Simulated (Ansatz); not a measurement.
# ZnBi3 (Pm-3m) in Ansatz: convergence with smearing width

Aim: find how far smearing width must go before the results for ZnBi3 settle, at PBE. This setting moves, with any that are tied to it; all else stays.

Everything below comes from runs of Ansatz 0.2.0. Logs are shortened: lines on timing, memory, paths and dates and some standing lists are left out, and cuts for length are marked.

## Step 1: The crystal as given

Symmetry: Pm-3m, No. 221, cubic system. The conventional cell has a = 4.873 Å, b = 4.873 Å, c = 4.873 Å, α = 90.00°, β = 90.00°, γ = 90.00°. Around Bi (site symmetry 4/mmm) lie 8 Bi at 3.45 Å and 4 Zn at 3.45 Å. Around Zn (site symmetry m-3m) lie 12 Bi at 3.45 Å.

The cell comes from a database or a generator and needn't be the stable form of this composition.

## Step 2: With smearing width 0.3 eV

Input file input.yaml:

```yaml
crystal:
  lattice:
    - [4.873164, 0.0, 0.0]
    - [0.0, 4.873164, 0.0]
    - [0.0, 0.0, 4.873164]
  atoms:
    - { symbol: Bi, position: [0.5, 0.5, 0.0] }
    - { symbol: Bi, position: [0.5, 0.0, 0.5] }
    - { symbol: Bi, position: [0.0, 0.5, 0.5] }
    - { symbol: Zn, position: [0.0, 0.0, 0.0] }
hamiltonian:
  xc: pbe
  pseudopotentials: { kind: paw, source: jth }
kpoints:
  mp_grid: { grid: [5, 5, 5] }
scf:
  occupations: { method: methfessel_paxton, width: 0.3 }
output:
  forces: true
  stress: true
  eigenvalues: true
```

Potentials or basis: JTH PAW.

On the command line:

```sh
$ ansatz run input.yaml --threads 2 --pin off --max-ram 5632MiB --backend cpu --events-out ev --progress --plain --runs-dir out
```

It took 9.6 s on 2 threads of Arm Neoverse V2, shared host; peak memory 1.3 GiB.

Results:

- Free energy: -40311.9543 eV
- Pressure: 0.0 GPa
- Band gap on the k mesh: none (metal or under the smearing width)

## Step 3: With smearing width 0.2 eV

Changes to input.yaml since step 2:

```diff
@@ -16,3 +16,3 @@
 scf:
-  occupations: { method: methfessel_paxton, width: 0.3 }
+  occupations: { method: methfessel_paxton, width: 0.2 }
 output:
```

Potentials or basis: JTH PAW.

On the command line:

```sh
$ ansatz run input.yaml --threads 2 --pin off --max-ram 5632MiB --backend cpu --events-out ev --progress --plain --runs-dir out
```

Wall time 9.6 s (2 threads of Arm Neoverse V2, shared host); peak memory 1.3 GiB.

Results:

```
Free energy            : -40311.9517 eV
Pressure               : 0.0 GPa
Band gap on the k mesh : none (metal or under the smearing width)
```

## Step 4: With smearing width 0.15 eV

Changes to input.yaml since step 3:

```diff
@@ -16,3 +16,3 @@
 scf:
-  occupations: { method: methfessel_paxton, width: 0.2 }
+  occupations: { method: methfessel_paxton, width: 0.15 }
 output:
```

On the command line:

```sh
$ ansatz run input.yaml --threads 2 --pin off --max-ram 5632MiB --backend cpu --events-out ev --progress --plain --runs-dir out
```

Wall time 9.7 s (2 threads of Arm Neoverse V2, shared host); peak memory 1.3 GiB.

What came out:

| Quantity | Value |
| --- | --- |
| Free energy | -40311.9514 eV |
| Pressure | -0.1 GPa |
| Band gap on the k mesh | none (metal or under the smearing width) |

## Step 5: With smearing width 0.1 eV

Changes to input.yaml since step 4:

```diff
@@ -16,3 +16,3 @@
 scf:
-  occupations: { method: methfessel_paxton, width: 0.15 }
+  occupations: { method: methfessel_paxton, width: 0.1 }
 output:
```

On the command line:

```sh
$ ansatz run input.yaml --threads 2 --pin off --max-ram 5632MiB --backend cpu --events-out ev --progress --plain --runs-dir out
```

Run time: 9.4 s. Hardware: 2 threads of Arm Neoverse V2, shared host; peak memory 1.3 GiB.

Results:

```
Free energy            : -40311.9530 eV
Pressure               : -0.1 GPa
Band gap on the k mesh : none (metal or under the smearing width)
```

## Step 6: With smearing width 0.05 eV

Changes to input.yaml since step 5:

```diff
@@ -16,3 +16,3 @@
 scf:
-  occupations: { method: methfessel_paxton, width: 0.1 }
+  occupations: { method: methfessel_paxton, width: 0.05 }
 output:
```

Potentials or basis: JTH PAW.

On the command line:

```sh
$ ansatz run input.yaml --threads 2 --pin off --max-ram 5632MiB --backend cpu --events-out ev --progress --plain --runs-dir out
```

Wall time 9.4 s (2 threads of Arm Neoverse V2, shared host); peak memory 1.3 GiB.

Results (log left out):

```yaml
Free_energy: -40311.9550 eV
Pressure: -0.1 GPa
Band_gap_on_the_k_mesh: none (metal or under the smearing width)
```

## Step 7: With smearing width 0.025 eV

Changes to input.yaml since step 6:

```diff
@@ -16,3 +16,3 @@
 scf:
-  occupations: { method: methfessel_paxton, width: 0.05 }
+  occupations: { method: methfessel_paxton, width: 0.025 }
 output:
```

On the command line:

```sh
$ ansatz run input.yaml --threads 2 --pin off --max-ram 5632MiB --backend cpu --events-out ev --progress --plain --runs-dir out
```

It took 9.7 s on 2 threads of Arm Neoverse V2, shared host; peak memory 1.3 GiB.

The run converged. Its results:

- Free energy: -40311.9551 eV
- Pressure: -0.1 GPa
- Band gap on the k mesh: none (metal or under the smearing width)

## Step 8: With smearing width 0.01 eV

Changes to input.yaml since step 7:

```diff
@@ -16,3 +16,3 @@
 scf:
-  occupations: { method: methfessel_paxton, width: 0.025 }
+  occupations: { method: methfessel_paxton, width: 0.01 }
 output:
```

On the command line:

```sh
$ ansatz run input.yaml --threads 2 --pin off --max-ram 5632MiB --backend cpu --events-out ev --progress --plain --runs-dir out
```

Run time: 9.6 s. Hardware: 2 threads of Arm Neoverse V2, shared host; peak memory 1.3 GiB.

Results (log left out):

```
Free energy            : -40311.9550 eV
Pressure               : -0.1 GPa
Band gap on the k mesh : none (metal or under the smearing width)
```

## Step 9: With smearing width 0.005 eV

Changes to input.yaml since step 8:

```diff
@@ -16,3 +16,3 @@
 scf:
-  occupations: { method: methfessel_paxton, width: 0.01 }
+  occupations: { method: methfessel_paxton, width: 0.005 }
 output:
```

Potentials or basis: JTH PAW.

On the command line:

```sh
$ ansatz run input.yaml --threads 2 --pin off --max-ram 5632MiB --backend cpu --events-out ev --progress --plain --runs-dir out
```

The program printed:

```text
Warning: the checks of this Bi dataset prove no rule for summing its radial tables, as where they were carried onto another mesh than they were made on, and Gregory's rule is taken, under which a leading mesh point left out moves its sums only by what lay on the interval it spanned. That does not make them correct, and they differ from Quantum ESPRESSO's on this file; a re-export a fraction of a mesh step off can move them. hamiltonian.pseudopotentials.radial_quadrature: simpson_from_first_knot sums it by `pw.x`'s rule; on a PAW file no value gives `pw.x`'s numbers. What more to know: hamiltonian.pseudopotentials.radial_quadrature, in the input reference
Warning: the checks of this Zn dataset prove no rule for summing its radial tables, as where they were carried onto another mesh than they were made on, and Gregory's rule is taken, under which a leading mesh point left out moves its sums only by what lay on the interval it spanned. That does not make them correct, and they differ from Quantum ESPRESSO's on this file; a re-export a fraction of a mesh step off can move them. hamiltonian.pseudopotentials.radial_quadrature: simpson_from_first_knot sums it by `pw.x`'s rule; on a PAW file no value gives `pw.x`'s numbers. What more to know: hamiltonian.pseudopotentials.radial_quadrature, in the input reference
Warning: RAYON_NUM_THREADS=2 ignored (pool sized by the plan → 2); use --threads N
Engine: ansatz 0.2.0, aarch64-unknown-linux-gnu
Pseudopotentials: kind: paw
Pseudopotential: Bi, paw, valence charge 15, recommended cutoff 1800 eV (normal), Bi.paw.azcp
Pseudopotential: Zn, paw, valence charge 12, recommended cutoff 1080 eV (normal), Zn.paw.azcp
Functional definition: PBE
  parameter kappa = 0.804
  parameter beta = 0.06672455060314922
  exchange = pbe_x(kappa = kappa, mu = beta*pi^2/3)
  correlation = pbe_c(beta = beta)
Crystal: 4 atoms, lattice volume = 115.727 Å³
Basis set: ecut = 1800 eV, 20005 PW (Γ), exchange–correlation on 180×180×180 points (8 copies of the dense FFT grid, shifted against one another)
Bands: 35, of which v1, the nominal top of the filled ones, is band 29 counted from 1 (28 counted from 0)
Symmetry: 48 space group operations
Space group: Pm-3m (ITA 221), of the structure as read, at distance tolerance 4.9e-5 Å
k-points: 10 of 125
Non-local potential: Bi, projectors of the file, l = 0: 2, l = 1: 2, l = 2: 2
Non-local potential: Zn, projectors of the file, l = 0: 2, l = 1: 2, l = 2: 2
PAW form: soft (Blöchl's): semilocal exchange-correlation on the pseudo side does not see the compensation charge
PAW one-centre angular grid: Bi, 590 points (default); XC on 64 Gauss nodes
PAW one-centre angular grid: Zn, 590 points (default); XC on 64 Gauss nodes
Initial density: superposition of atomic densities (chi_scale 0.1, normalization cell, long waves kept (reshape's long-wave potential 0.01 eV rms))
Initial wavefunctions: pseudopotential atomic-orbital guess
Functional: x = pbe(κ = 0.804, μ = 0.2195149727645171), c = pbe(β = 0.06672455060314922)
SCF iter   1: F=—  HF=-40312.123515 eV  |F-HF|=—  |Δ(HF+E_count)|=         —  Δρ=1.42e-2  dr2=5.14e-1  ethr=3.10e-3  ⟨swp⟩=13.4  Hψ=2440  notcnv=0
preconditioner: auto → Resta (q_TF=auto, 2.425 Å⁻¹)  ε∞=3.2  [insulator: Δε(μ)=0.110 eV  Ē_g=17.413 eV  σ=0.005 eV  W_gap=0.94  n_scr=26 (ndim 8)  ℏωp=26.1 eV  f_vac=0.000  D(μ)=31.30/eV (n_scr^D=690)  ε∞_Penn≈3.2]
SCF iter   2: F=—  HF=-40311.991238 eV  |F-HF|=—  |Δ(HF+E_count)|=   1.32e-1  S|Δr|=    0.00e0  Δρ=6.24e-3  dr2=9.59e-2  ethr=9.01e-4  ⟨swp⟩=3.4  Hψ=642  notcnv=0  defer=15
SCF iter   3: F=—  HF=-40311.962207 eV  |F-HF|=—  |Δ(HF+E_count)|=   2.90e-2  S|Δr|=    0.00e0  Δρ=4.17e-3  dr2=2.52e-2  ethr=1.68e-4  ⟨swp⟩=3.2  Hψ=642  notcnv=0  defer=15
SCF iter   4: F=—  HF=-40311.954738 eV  |F-HF|=—  |Δ(HF+E_count)|=   7.47e-3  S|Δr|=    0.00e0  Δρ=8.18e-4  dr2=6.96e-4  ethr=4.42e-5  ⟨swp⟩=3.5  Hψ=552  notcnv=0  defer=15
SCF iter   5: F=—  HF=-40311.954898 eV  |F-HF|=—  |Δ(HF+E_count)|=   1.60e-4  S|Δr|=    0.00e0  Δρ=1.29e-4  dr2=1.80e-5  ethr=1.22e-6  ⟨swp⟩=5.0  Hψ=1035  notcnv=0  defer=10
automatic band count: iteration 5 solves 34 bands in place of 35: the levels show a gap, and the empty bands left out lie too high to hold charge; the band table lists the bands solved (type scf.n_extra_bands for more)
SCF iter   6: F=—  HF=-40311.954936 eV  |F-HF|=—  |Δ(HF+E_count)|=   3.72e-5  S|Δr|=    0.00e0  Δρ=3.63e-5  dr2=1.31e-6  ethr=3.16e-8  ⟨swp⟩=2.1  Hψ=615  notcnv=0  defer=10
SCF iter   7: F=-40311.954935 eV  HF=-40311.954935 eV  |F-HF|=2.32e-8  |Δ(HF+E_count)|=   4.43e-7  S|Δr|=    0.00e0  Δρ=5.50e-6  dr2=2.71e-8  ethr=1.75e-10  ⟨swp⟩=15.6  Hψ=2640  notcnv=0
SCF 1 converged in 7 iterations: F = -40311.954935 eV  dr2 = 2.71e-8
SCF converged after 7 iterations
Stability not checked: this state was not tested for a lower state beside it, because cold or Methfessel-Paxton smearing, or corrected tetrahedra, fill the levels in a way that the test cannot read (fill_not_monotonic; see scf.lower_state_search)
Free energy (F): -40311.954935 eV
Harris-Foulkes:  -40311.954935 eV  (|F-HF|=2.32e-8)
Internal energy: -40311.954887 eV  (E = F + TS)
E sigma→0 (E₀):  -40311.954923 eV
Entropy (-TS):   -0.000048 eV (-0.012 meV/atom)
Fermi energy:    10.958886 eV
--- Per-component energies (eV) ---
  E_band       = -238.424523
  E_kinetic    = 558.411506
  E_local      = -6395.052810  (includes V_loc(G=0)·N_el)
  E_nonlocal   = 3178.826333
  E_hartree    = 1908.346272
  E_xc         = -252.983071
  E_vxc        = -288.549446  (∫ρ·V_xc dr)
  E_paw        = -33784.938512  (= ΣΔE_a)
  E_vpaw       = -1108.756246  (= ΣTr[D̂ρ^β])
  E_aug_tail   = 0.000065  (compensation charges beyond the density's cutoff)
  E_ewald      = -5524.564670
  E_smearing   = -0.000048  (= −TS)
  E_closure    = 0.000000  (closes the sum)
  Σ components = -40311.954935   (vs F -40311.954935, Δ=0.00e0)
--- Forces (eV/Å), atoms counted from 1 ---
  atom   1  Bi     0.00000000    -0.00000000     0.00000000
  atom   2  Bi     0.00000000    -0.00000000    -0.00000000
  atom   3  Bi     0.00000000    -0.00000000     0.00000000
  atom   4  Zn    -0.00000000     0.00000000     0.00000000
  max |Σ_I F_I| component: 8.84e-29 eV/Å
--- Stress (GPa, compression-positive) ---
       -0.057654       0.000000       0.000000
        0.000000      -0.057654       0.000000
        0.000000       0.000000      -0.057654
  P = ⅓ Tr σ = -0.0577 GPa (-0.577 kbar)
--- Band table (eV; the first three rows and the last of 10) ---
  k-point 0: bands = ["-12.3703", "-12.3703", "-12.3703", "-12.3419", "-12.2821", "-12.2821", "-12.2176", "-12.2176", "-12.2176", "-12.1851", "-12.1851", "-12.1383", "-12.1082", "-12.1082", "-12.1082", "-2.4635", "1.3245", "1.3245", "3.9378", "3.9378", "3.9378", "3.9836", "3.9836", "6.8317", "6.8317", "6.8317", "8.3764", "11.6149", "11.6149", "11.6149", "12.9838", "12.9838", "12.9838", "15.8499"]
  k-point 1: bands = ["-12.3676", "-12.3470", "-12.3470", "-12.3282", "-12.2807", "-12.2696", "-12.2203", "-12.2181", "-12.2181", "-12.1971", "-12.1848", "-12.1497", "-12.1335", "-12.1335", "-12.1082", "-2.2494", "0.7674", "1.3672", "3.9216", "3.9216", "3.9379", "3.9563", "3.9692", "6.8557", "7.1256", "7.1256", "9.3575", "10.9706", "11.0364", "11.0364", "11.9829", "12.8051", "12.8051", "16.0683"]
  k-point 2: bands = ["-12.3630", "-12.2979", "-12.2863", "-12.2863", "-12.2777", "-12.2413", "-12.2254", "-12.2248", "-12.2232", "-12.2232", "-12.1934", "-12.1934", "-12.1846", "-12.1761", "-12.1082", "-1.6883", "-0.2578", "1.4402", "3.8970", "3.8970", "3.9078", "3.9379", "3.9620", "7.0429", "7.8872", "7.8872", "9.6883", "9.6883", "10.2451", "10.2543", "12.1960", "13.1994", "13.1994", "14.4770"]
  k-point 9: bands = ["-12.3127", "-12.3051", "-12.3051", "-12.2922", "-12.2922", "-12.2861", "-12.2814", "-12.2118", "-12.2007", "-12.2007", "-12.1959", "-12.1959", "-12.1459", "-12.1459", "-12.1300", "-0.3306", "0.1286", "0.1286", "3.9458", "3.9458", "3.9581", "3.9838", "3.9838", "5.5525", "6.2684", "6.6305", "6.6305", "8.5783", "13.4691", "13.4691", "14.4501", "14.6337", "14.6337", "16.1549"]
```

Wall time 9.8 s (2 threads of Arm Neoverse V2, shared host); peak memory 1.3 GiB.

What came out:

```
Free energy            : -40311.9549 eV
Pressure               : -0.1 GPa
Band gap on the k mesh : none (metal or under the smearing width)
```

## Step 10: The series at a glance

| smearing width | energy less the tightest run, at zero smearing (meV/atom) | pressure (GPa) | SCF cycles | CPU time (s) | peak memory (GiB) |
| --- | --- | --- | --- | --- | --- |
| 0.3 eV | 0.48 | 0.04 | 8 | 19 | 1.3 |
| 0.2 eV | 1.07 | -0.02 | 8 | 19 | 1.3 |
| 0.15 eV | 0.76 | -0.05 | 7 | 19 | 1.3 |
| 0.1 eV | 0.19 | -0.08 | 7 | 19 | 1.3 |
| 0.05 eV | -0.08 | -0.08 | 7 | 19 | 1.3 |
| 0.025 eV | -0.03 | -0.06 | 7 | 19 | 1.3 |
| 0.01 eV | -0.01 | -0.06 | 7 | 19 | 1.3 |
| 0.005 eV | 0.00 | -0.06 | 7 | 19 | 1.3 |

Against the tightest run, the energy stays within 1 meV/atom from 0.15 eV on; the pressure stays within 0.1 GPa from 0.3 eV on. Narrower smearing needs a denser k mesh, so at a fixed mesh the narrowest width isn't the most accurate. The tightest run that finished is the yardstick and may itself not be fully converged.

Caveats: spin-orbit coupling is left out, which moves the levels of the heavy elements.
